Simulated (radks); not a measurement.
# Sm⁴⁹⁺ in [Ne] 3s2 4p1: an all-electron calculation

What are the levels of the samarium ion Sm49+, how large are its shells, and how does its energy divide?

Method: scalar-relativistic Kohn-Sham, XLYP, spin-polarised, spherical densities, point nucleus; open shells are filled with parallel spins first. Code: radks (a radial shooting solver on a logarithmic mesh, Libxc functionals) version 1.

## 1. The atom as given

| Item | Value |
| --- | --- |
| element | samarium (Z = 62) |
| charge | +49 |
| electrons | 13 |
| configuration | [Ne] 3s2 4p1 |

Outer shells as boxes (Hund's rule):

Sm⁴⁹⁺
```
[Ne] core
3s [↑↓]
4p [↑ ][  ][  ]
```

## 2. Self-consistent calculation

Input:

```text
Z 62
configuration [Ne] 3s2 4p1 3p0 4s0 3d0 4f0
relativity scalar-relativistic
functional xlyp
spin polarised
nucleus point
c 137.035999084
```

On the command line:

```bash
python run_ks.py task.json out
```

All runs below come from this command, one after another.

What does the calculation give?

The runs gave:

| quantity | value |
| --- | --- |
| total energy | -7929.3192 hartree |
| exchange-correlation share of it | 1.51 % |
| −T/E | 1.0866 |
| highest occupied level | 4p up, -2290.0 eV |
| most extended occupied level | 4p up, <r> = 0.423 bohr |
| radius at density 0.001 e/bohr³ | 0.934 bohr |
| maxima of the radial density | 2 |

**Reading.** 4 principal shells are occupied and 2 maxima appear in the radial density; where shells overlap, one shows as a shoulder or not at all. Relativity lifts −T/E to 1.087. This is not the tabulated ground configuration, so its levels and sizes aren't those of the ground state, and no measured value stands beside it.
